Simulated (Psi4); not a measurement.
**AlSbH3F (SMILES [F][AlH][SbH2]) at CCSD(T)/def2-SVP (core potential)**

Aim: the energy change on altering one bond length of AlSbH3F at CCSD(T)/def2-SVP (core potential), from 2 runs. 

The calculation is run with Psi4 1.11.

2 further runs of the same task are left out: 2 set aside as unsound or not needed.

## 1. The system as given

The species is AlSbH3F (6 atoms), meant as a singlet with charge 0. As SMILES, `[F][AlH][SbH2]`. Geometry: relaxed at PBE0-D4/def2-TZVP. This is one conformer, not always the lowest.

Bond lengths: F1–Al2 1.653 Å, Al2–Sb3 2.636 Å, Al2–H4 1.582 Å, Sb3–H5 1.710 Å, Sb3–H6 1.709 Å. Angles: F1–Al2–Sb3 116.3°, F1–Al2–H4 116.4°, Sb3–Al2–H4 127.3°, Al2–Sb3–H5 88.3°, Al2–Sb3–H6 87.8°, H5–Sb3–H6 91.6°.

## 2. The energy at CCSD(T)/def2-SVP (core potential)

Input file alfh3sb.xyz:

```xyz
6
AlFH3Sb
F     -1.114600    -1.632400     1.262300
Al    -0.336100    -1.039300    -0.069800
Sb     1.279900     1.003700     0.334800
H     -0.594800    -1.800700    -1.431700
H      0.842100     1.592000    -1.209900
H     -0.034400     1.812900     1.068100
```

Input file run.py:

```python
import psi4

psi4.set_memory('2200 MB')
psi4.set_num_threads(1)
psi4.core.set_output_file('alfh3sb.out', False)

with open('alfh3sb.xyz') as f:
    atoms = ''.join(f.readlines()[2:])
geom = psi4.geometry('0 1\n' + atoms + 'symmetry c1')

psi4.set_options({
    'puream': True,
    'e_convergence': 1e-09,
    'd_convergence': 1e-08,
    'scf_type': 'pk',
    'num_frozen_docc': 10,
})

energy_value, wavefunction = psi4.energy("ccsd(t)/def2-SVP", return_wfn=True)
print(f'total energy {energy_value:.8f} hartree = {energy_value * 27.211386:.5f} eV')
```

On the command line:

```sh
$ python run.py
```

alfh3sb.out:

```text
[...]
    !!!  WARNING: ECP capability is in beta. Please check occupations closely.  !!!
[...]
  Running in c1 symmetry.
[...]
  Nuclear repulsion =  158.063166342933670
[...]
  Multiplicity = 1
[...]
  Nalpha       = 24
  Nbeta        = 24
[...]
    Number of basis functions: 73
[...]
   @RHF iter   1:  -582.19424917284312   -2.78105e+00   5.46225e-03 ADIIS/DIIS
[...]
   @RHF iter  11:  -582.26615823394070   -4.20641e-12   4.54920e-09 DIIS
[...]
    Orbital Energies [Eh]
    ---------------------
    Doubly Occupied:
       1A    -58.494012     2A    -26.244258     3A     -6.518577
       4A     -4.927073     5A     -4.589336     6A     -4.587299
       7A     -4.584254     8A     -3.245824     9A     -3.244455
      10A     -3.242309    11A     -1.620520    12A     -1.618246
      13A     -1.615007    14A     -1.613321    15A     -1.611041
      16A     -1.509605    17A     -0.748267    18A     -0.672743
      19A     -0.624302    20A     -0.620826    21A     -0.504624
      22A     -0.466809    23A     -0.402885    24A     -0.340819
[...]
  @RHF Final Energy:  -582.26615823394070
   => Energetics <=
    Nuclear Repulsion Energy =            158.0631663429336697
    One-Electron Energy =               -1213.3658262158890011
    Two-Electron Energy =                 473.0365016390145456
    Total Energy =                       -582.2661582339407005
[...]
 Multipole Moments:
 ------------------------------------------------------------------------------------
     Multipole            Electronic (a.u.)      Nuclear  (a.u.)        Total (a.u.)
 ------------------------------------------------------------------------------------
 L = 1.  Multiply by 2.5417464519 to convert [e a0] to [Debye]
 Dipole X            :         38.0371171          -37.7624762            0.2746409
 Dipole Y            :         40.9079613          -40.7596495            0.1483118
 Dipole Z            :          0.7864261           -1.2287666           -0.4423405
 Magnitude           :                                                    0.5413771
[...]
      * MP2 total energy                      = -582.636975611989556
[...]
      * CCSD total energy                     = -582.668990786745098
[...]
      * CCSD(T) total energy                  = -582.677338096586482
```

The script printed:

```text
total energy -582.67733810 hartree = -15855.45796 eV
```

Wall time 49 s (1 thread of Intel Xeon at 2.50GHz (Skylake/Cascade Lake), shared host); peak memory 0.38 GiB.

## 3. The distorted shape at the same level

Input file job.in:

```
memory 2.2 GB

molecule molecule1 {
  F     -0.907634    -1.023262     2.351853
  Al    -0.129134    -0.430162     1.019753
  Sb     1.486866     1.612838     1.424353
  H     -0.594800    -1.800700    -1.431700
  H      1.049066     2.201138    -0.120347
  H      0.172566     2.422038     2.157653
  symmetry c1
}

set globals {
  basis           def2-SVP
  puream          true
  e_convergence   1e-09
  d_convergence   1e-08
  scf_type        pk
  num_frozen_docc 10
}

energy('ccsd(t)')
```

On the command line:

```sh
$ psi4 -i job.in -o job.out -n 1
```

job.out:

```text
[...]
    !!!  WARNING: ECP capability is in beta. Please check occupations closely.  !!!
[...]
  Running in c1 symmetry.
[...]
  Nuclear repulsion =  154.855924220263887
[...]
  Multiplicity = 1
[...]
  Nalpha       = 24
  Nbeta        = 24
[...]
    Number of basis functions: 73
[...]
   @RHF iter   1:  -582.06977590822873   -2.79096e+00   5.44859e-03 ADIIS/DIIS
[...]
   @RHF iter  11:  -582.14240818259748   -3.30829e-11   9.66967e-09 DIIS
[...]
    Orbital Energies [Eh]
    ---------------------
    Doubly Occupied:
       1A    -58.559914     2A    -26.268367     3A     -6.547331
       4A     -4.984789     5A     -4.617319     6A     -4.616687
       7A     -4.612883     8A     -3.302891     9A     -3.301782
      10A     -3.300028    11A     -1.648002    12A     -1.647457
      13A     -1.644167    14A     -1.642041    15A     -1.639904
      16A     -1.532431    17A     -0.771787    18A     -0.692746
      19A     -0.644431    20A     -0.642615    21A     -0.489823
      22A     -0.444958    23A     -0.390683    24A     -0.307230
[...]
  @RHF Final Energy:  -582.14240818259748
   => Energetics <=
    Nuclear Repulsion Energy =            154.8559242202638870
    One-Electron Energy =               -1205.4961356859282660
    Two-Electron Energy =                 468.4978032830669008
    Total Energy =                       -582.1424081825974781
[...]
 Multipole Moments:
 ------------------------------------------------------------------------------------
     Multipole            Electronic (a.u.)      Nuclear  (a.u.)        Total (a.u.)
 ------------------------------------------------------------------------------------
 L = 1.  Multiply by 2.5417464519 to convert [e a0] to [Debye]
 Dipole X            :         38.7822993          -38.0422295            0.7400698
 Dipole Y            :         42.6721969          -41.5830138            1.0891831
 Dipole Z            :          3.2838849           -2.7015019            0.5823830
 Magnitude           :                                                    1.4398587
[...]
      * MP2 total energy                      = -582.522236969156893
[...]
      * CCSD total energy                     = -582.566479588720654
[...]
      * CCSD(T) total energy                  = -582.578486424167750
[...]
```

Wall time 50 s (1 thread of Intel Xeon at 2.50GHz (Skylake/Cascade Lake), shared host); peak memory 0.38 GiB.

## 4. Outcome

Level: CCSD(T)/def2-SVP (core potential), 10 core orbitals frozen.

| quantity | value |
| --- | --- |
| first shape: total energy | -582.67734 Eh |
| first shape: HOMO energy (Hartree–Fock orbitals) | -9.27 eV |
| first shape: LUMO energy (Hartree–Fock orbitals) | 1.37 eV |
| first shape: HOMO–LUMO gap (Hartree–Fock orbitals) | 10.64 eV |
| first shape: correlation energy (10 core orbitals frozen) | -411.2 mEh |
| first shape: (T) correction | -8.35 mEh |
| first shape: T1 diagnostic | 0.012 |
| distorted shape: total energy | -582.57849 Eh |
| distorted shape: HOMO energy (Hartree–Fock orbitals) | -8.36 eV |
| distorted shape: LUMO energy (Hartree–Fock orbitals) | -0.10 eV |
| distorted shape: HOMO–LUMO gap (Hartree–Fock orbitals) | 8.26 eV |
| distorted shape: correlation energy (10 core orbitals frozen) | -436.1 mEh |
| distorted shape: (T) correction | -12.01 mEh |
| distorted shape: T1 diagnostic | 0.022 |
| energy change with the Al2–H4 bond stretched from 1.582 to 2.847 Å | 2.690 eV |

What this shows: With the Al2–H4 bond stretched from 1.582 to 2.847 Å the energy rises by 2.69 eV (260 kJ/mol). The first shape isn't relaxed at this level, so the change isn't measured from a minimum. The triples (first shape) make up 2.0 % of the correlation energy. The T1 diagnostic (distorted shape) of 0.022 is above the customary mark for such species, so a single reference may not serve. The triples (distorted shape) make up 2.8 % of the correlation energy.
